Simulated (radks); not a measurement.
# Hf⁺ in [Xe] 4f14 5d1 6s2: an all-electron calculation

Aim: the levels, the sizes of the orbitals and the parts of the energy of the hafnium ion Hf+.

The numbers are computed with radks (a radial shooting solver on a logarithmic mesh, Libxc functionals) version 1 (scalar-relativistic Kohn-Sham, r2SCAN, spin-polarised, spherical densities, finite nucleus; open shells are filled with parallel spins first), except any that are marked as measured or tabulated.

### 1 What is computed

| Quantity | Value |
| --- | --- |
| element | hafnium (Z = 72) |
| charge | +1 |
| electrons | 71 |
| configuration | [Xe] 4f14 5d1 6s2 |
| nuclear rms radius | 5.347 fm |

Outer shells as boxes (Hund's rule):

Hf⁺
```
[Xe] core
4f [↑↓][↑↓][↑↓][↑↓][↑↓][↑↓][↑↓]
5d [↑ ][  ][  ][  ][  ]
6s [↑↓]
```

### 2 The calculation

The run's settings:

```text
Z 72
configuration [Xe] 4f14 5d1 6s2
relativity scalar-relativistic
functional r2scan,r2scan
spin polarised
nucleus finite rms 5.347 fm
c 137.035999084
```

**Question.** What will this run give?

As calculated:

```
                        quantity                     value
                    total energy       -15077.5202 hartree
exchange-correlation share of it                    2.04 %
                            −T/E                    1.0954
          highest occupied level         5d up, -10.995 eV
    most extended occupied level  6s down, <r> = 3.18 bohr
 radius at density 0.001 e/bohr³                 4.60 bohr
    maxima of the radial density                         4
         ionisation energy, NIST         14.61 (theory) eV
```

What this shows: 6 principal shells are occupied and 4 maxima appear in the radial density; where shells overlap, one shows as a shoulder or not at all. Relativity lifts −T/E to 1.095. Minus the highest eigenvalue, 10.995 eV, is 75 % of the tabulated ionisation energy (14.61 eV); the potential of a semilocal functional falls off too fast, so its top eigenvalue is too shallow. Open shells are spherical and high-spin; term and fine-structure splittings are not resolved. Spin-orbit splitting is averaged out at the scalar-relativistic level.
